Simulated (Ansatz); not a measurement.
**Sn started on a Zn site in perovskite KZnF3, 10 atoms, charge 0**

Which settings matter for this cell? A base run comes first, then runs with one to three settings changed.

All numbers are computed with Ansatz 0.2.0 (PAW, plane waves).

## (1) Starting point

10 atoms (2 K, 1 Sn, 1 Zn, 6 F); a = 8.105 Å, b = 4.052 Å, c = 4.052 Å, α = 90.00°, β = 90.00°, γ = 90.00°. All atoms were shaken off their sites by about 0.04 Å along each axis. Defect site 1: (0.250, 0.500, 0.500).

As a file:

```xyz
10
Lattice="8.1045 0.0000 0.0000 0.0000 4.0523 0.0000 0.0000 0.0000 4.0523" Properties=species:S:1:pos:R:3 pbc="T T T"
K     0.0145    0.0284    3.9847
K     4.0377    0.0491    0.0547
Sn    2.0750    2.1160    2.0008
Zn    6.0806    2.0330    2.0927
F     2.0018    1.9996    0.0781
F     6.1072    2.0462    0.0319
F     8.0733    2.0775    2.0385
F     4.0209    1.9472    2.0823
F     2.0562    0.0809    1.9803
F     6.1106    0.0473    1.9932
```

## (2) PBEsol single point

File in.yaml:

```yaml
crystal:
  lattice:
    - [8.104526, 0.000000, 0.000000]
    - [0.000000, 4.052263, 0.000000]
    - [0.000000, 0.000000, 4.052263]
  atoms:
    - { symbol: K, position: [0.001792, 0.007016, 0.983330] }
    - { symbol: K, position: [0.498200, 0.012120, 0.013510] }
    - { symbol: Sn, position: [0.256028, 0.522167, 0.493754] }
    - { symbol: Zn, position: [0.750269, 0.501707, 0.516428] }
    - { symbol: F, position: [0.246997, 0.493450, 0.019261] }
    - { symbol: F, position: [0.753551, 0.504946, 0.007865] }
    - { symbol: F, position: [0.996143, 0.512673, 0.503050] }
    - { symbol: F, position: [0.496136, 0.480515, 0.513869] }
    - { symbol: F, position: [0.253706, 0.019976, 0.488686] }
    - { symbol: F, position: [0.753977, 0.011668, 0.491863] }
kpoints:
  mp_grid: { grid: [2, 2, 2], shift: [0.5, 0.5, 0.5] }
hamiltonian:
  xc: pbesol
scf:
  occupations: { method: fermi_dirac, width: 0.01 }
output:
  forces: true
  eigenvalues: true
  stress: true
  populations: true
```

On the command line:

```bash
$ ansatz run in.yaml --threads 8 --pin off --max-ram 118750MiB --runs-dir r --events-out ev --progress --plain --backend cuda --devices 0,
```

## (3) Run again with functional RPBE, mixing beta 0.01

in.yaml: that of step 2 with these lines changed.

```diff
@@ -19,5 +19,7 @@
 hamiltonian:
-  xc: pbesol
+  xc: rpbe
 scf:
   occupations: { method: fermi_dirac, width: 0.01 }
+  max_iter: 50
+  mixing: { beta: 0.01 }
 output:
@@ -26,2 +28 @@
   stress: true
-  populations: true
```

## (4) Run again with starting moment 2 μB

in.yaml: that of step 3 with these lines changed.

```diff
@@ -19,7 +19,9 @@
 hamiltonian:
-  xc: rpbe
+  xc: pbesol
+magnetization:
+  spin_polarized: true
+  initial_magnetization: 2
 scf:
   occupations: { method: fermi_dirac, width: 0.01 }
-  max_iter: 50
-  mixing: { beta: 0.01 }
+  max_iter: 70
 output:
```

## (5) Run again with xc grid 3

in.yaml: that of step 4 with these lines changed.

```diff
@@ -18,10 +18,8 @@
   mp_grid: { grid: [2, 2, 2], shift: [0.5, 0.5, 0.5] }
+basis: { xc_grid: 3 }
 hamiltonian:
   xc: pbesol
-magnetization:
-  spin_polarized: true
-  initial_magnetization: 2
 scf:
   occupations: { method: fermi_dirac, width: 0.01 }
-  max_iter: 70
+  max_iter: 50
 output:
```

## (6) Variant: cutoff 240 eV, 1 extra band

in.yaml: that of step 5 with these lines changed.

```diff
@@ -18,3 +18,3 @@
   mp_grid: { grid: [2, 2, 2], shift: [0.5, 0.5, 0.5] }
-basis: { xc_grid: 3 }
+basis: { ecutwfc: 240 }
 hamiltonian:
@@ -23,3 +23,4 @@
   occupations: { method: fermi_dirac, width: 0.01 }
-  max_iter: 50
+  max_iter: 100
+  n_extra_bands: 1
 output:
```

## (7) Run again with accuracy low

in.yaml: that of step 6 with these lines changed.

```diff
@@ -1 +1,2 @@
+accuracy: low
 crystal:
@@ -18,3 +19,2 @@
   mp_grid: { grid: [2, 2, 2], shift: [0.5, 0.5, 0.5] }
-basis: { ecutwfc: 240 }
 hamiltonian:
@@ -23,4 +23,3 @@
   occupations: { method: fermi_dirac, width: 0.01 }
-  max_iter: 100
-  n_extra_bands: 1
+  max_iter: 60
 output:
```

What does the calculation give? Wanted: for each run, settings; status; energy from base; forces from base.

**Answer**, as computed:

| settings | status | cycles | time | energy from base (meV/atom) | forces from base (eV/Å rms) | filled to empty level on the mesh (eV) |
| --- | --- | --- | --- | --- | --- | --- |
| base | converged | 9 | 2.1 s (GPU) | 0 | 0 | 2.56 |
| functional RPBE, mixing beta 0.01 | converged | 11 | 1.6 s (GPU) | - | 0.070 | 2.66 |
| starting moment 2 μB | converged | 14 | 1.8 s (GPU) | 0.0 | 0.000 | 2.56 |
| xc grid 3 | converged | 9 | 2.2 s (GPU) | 0.0 | 0.000 | 2.56 |
| cutoff 240 eV, 1 extra band | converged, settings too loose | 10 | 1.5 s (GPU) | +2393.4 | 0.281 | 2.61 |
| accuracy low | converged | 9 | 1.5 s (GPU) | 0.0 | 0.000 | 2.56 |

**Reading.** Among these variants the forces move most with cutoff 240 eV, 1 extra band (0.281 eV/Å rms).
